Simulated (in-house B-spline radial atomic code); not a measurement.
# Ho: Hartree-Fock with and without relativity

How do the shells of Ho move when the Schrödinger Hamiltonian gives way to Dirac's?

Method: Hartree-Fock averaged over the configuration, non-relativistic (point nucleus) and Dirac-Coulomb (finite nucleus); spherical all-electron atom at the radial basis limit. Code: in-house B-spline radial atomic code version 1.

## Step 1: The atom as given

* element: holmium (Z = 67)
* charge: 0
* electrons: 67
* configuration: [Xe] 4f11 6s2
* nucleus: point (non-relativistic run); Fermi, rms radius 5.202 fm (Dirac runs)

The outer shells:

[Xe] 4f11 6s2
```
[Xe] core
4f [↑↓][↑↓][↑↓][↑↓][↑ ][↑ ][↑ ]
6s [↑↓]
```

The boxes draw the filling by Hund's rule, which heavy ions in jj coupling don't follow; these runs average over all states of the configuration.

## Step 2: Non-relativistic run

Input settings:

```ini
Z = 67
electrons = 67.0
configuration = [Xe] 4f11 6s2
hamiltonian = nr
method = hf
spin_polarised = False
```

## Step 3: Dirac-Coulomb run

Input settings:

```ini
Z = 67
electrons = 67.0
configuration = [Xe] 4f11 6s2
hamiltonian = dirac
method = hf
spin_polarised = False
nucleus = fermi
rms_radius = 5.2022
mass_number = 165
atomic_mass = 164.930329116
speed_of_light = 137.035999084
```

## Step 4: Dirac-Coulomb run in the lowest jj configuration, 1s2 2s2 2p6 3s2 3p6 3d10 4s2 4p6 4d10 4f-6 4f+5 5s2 5p6 6s2

In configurations, a minus sign after the shell means j = l − 1/2 and a plus sign j = l + 1/2; the count of electrons follows.

The settings differ from step 3 so:

```diff
@@ -2,3 +2,3 @@
 electrons = 67.0
-configuration = [Xe] 4f11 6s2
+configuration = 1s2 2s2 2p6 3s2 3p6 3d10 4s2 4p6 4d10 4f-6 4f+5 5s2 5p6 6s2
 hamiltonian = dirac
```

**Question.** How much does each shell's level and mean radius change with the Dirac Hamiltonian, and the total energy?

As calculated:

Levels and radii; the Dirac values are averaged over j with the occupations as weights.

| shell | ε non-rel. (eV) | ε Dirac (eV) | <r> non-rel. (bohr) | <r> Dirac (bohr) | change of <r> (%) |
| --- | --- | --- | --- | --- | --- |
| 1s | -52291.7 | -55951.2 | 0.02263 | 0.02074 | -8.37 |
| 2s | -8528.22 | -9481.75 | 0.09602 | 0.08746 | -8.91 |
| 2p | -8119.64 | -8429.86 | 0.08148 | 0.07774 | -4.59 |
| 3s | -1940.85 | -2171.01 | 0.2459 | 0.2287 | -6.98 |
| 3p | -1755.32 | -1839.75 | 0.2360 | 0.2277 | -3.55 |
| 3d | -1414.17 | -1401.11 | 0.2089 | 0.2077 | -0.57 |
| 4s | -398.83 | -454.49 | 0.5548 | 0.5194 | -6.38 |
| 4p | -322.94 | -342.25 | 0.5676 | 0.5497 | -3.16 |
| 4d | -186.67 | -183.71 | 0.6003 | 0.5990 | -0.21 |
| 5s | -54.008 | -61.500 | 1.404 | 1.303 | -7.20 |
| 5p | -31.341 | -32.482 | 1.591 | 1.538 | -3.32 |
| 4f | -18.734 | -13.248 | 0.7747 | 0.8135 | +5.00 |
| 6s | -4.840 | -5.167 | 4.657 | 4.376 | -6.02 |

Relativity and the finite nucleus together change the total energy by -556.24 hartree (-4.6 %). First-order perturbation theory (mass-velocity plus Darwin) gives -484.73 hartree, which is 87 % of the full shift. 2s shrinks most on the average over j, by -8.91 %, while 4f expands by 5.00 %, being screened better by the contracted inner s and p shells. Spin-orbit coupling splits the 4f level by 1.112 eV and the 2p level by 859.11 eV. The lowest jj configuration lies 1.652 eV below the average over the whole configuration. Breit terms add 12.0 hartree and QED terms 8.05 hartree.
